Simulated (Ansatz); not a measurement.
This script makes a rigid torsion scan of BrF2H2NSi, SMILES N[Si](F)(F)Br with the Python package of Ansatz (0.2.0).

`torsion_brf2h2nsi.py`
```python
"""Rigid torsion scan of BrF2H2NSi."""

import ansatz as az
from ase import Atoms

BASIS_SET = "def2-SVP"
FUNCTIONAL = "b3lyp"
FMAX = 0.02

atoms = Atoms(["N", "Si", "F", "F", "Br", "H", "H"], positions=[
    [-0.6566, 0.4052, 0.7643],
    [0.4587, -0.2809, -0.2313],
    [0.9332, -1.5945, 0.4972],
    [-0.2174, -0.6444, -1.5897],
    [2.0894, 1.1355, -0.6143],
    [-1.4051, -0.2453, 0.9373],
    [-1.141, 1.1565, 0.1908],
])

# relax first, so that the scan starts from a minimum
first = (
    az.Crystal.molecule_from_ase(atoms).calculation()
    .basis(gaussian=BASIS_SET)
    .functional(FUNCTIONAL)
    .accuracy("medium")
    .relax(force_tolerance=FMAX, max_steps=80)
)
atoms.positions = first.run(threads=1).report["positions_ang"]

start = atoms.get_dihedral(2, 1, 0, 5)
energies = {}
for turn in range(0, 360, 30):
    turned = atoms.copy()
    turned.set_dihedral(2, 1, 0, 5, start + turn, indices=[0, 5, 6])
    model = (
        az.Crystal.molecule_from_ase(turned).calculation()
        .basis(gaussian=BASIS_SET)
        .functional(FUNCTIONAL)
        .accuracy("medium")
    )
    energies[round((start + turn) % 360)] = model.run(threads=1).report["free_energy_ev"]
floor = min(energies.values())
print("dihedral F2-Si1-N0-H5 (deg)   E - E(min) (eV)")
for angle, e in sorted(energies.items()):
    print(f"{angle:8d} {(e - floor):14.3f}  " + "#" * int(30 * (e - floor) / max(max(energies.values()) - floor, 1e-9)))
```

Where along the turn do the lowest and the highest point lie, and how far apart are they?

The lowest point is at 316° and the highest at 46°, 0.102 eV (9.8 kJ/mol) above it, with the rest of the molecule held.

What the script printed:

```console
$ python torsion_brf2h2nsi.py
dihedral F2-Si1-N0-H5 (deg)   E - E(min) (eV)
      16          0.080  #######################
      46          0.102  ##############################
      76          0.074  #####################
     106          0.029  ########
     136          0.007  ##
     166          0.030  ########
     196          0.076  ######################
     226          0.097  ############################
     256          0.071  ####################
     286          0.024  ######
     316          0.000
     346          0.027  #######
```

Notes:
- These settings explore the input space; basis and method may be short of convergence.
- The scan is rigid and the energies are electronic, in a modest basis. With rigid groups the curve can differ much from the relaxed path, the start wasn't checked as a minimum of this torsion, and equivalent turns needn't return to the same energy.
- b3lyp holds the VWN-RPA fit, as in Gaussian; the form of ORCA and Turbomole is b3lyp5.
- Hardware and time: 110 s on 1 thread of Arm Neoverse V1, with other jobs on the host, peak memory 0.31 GiB.
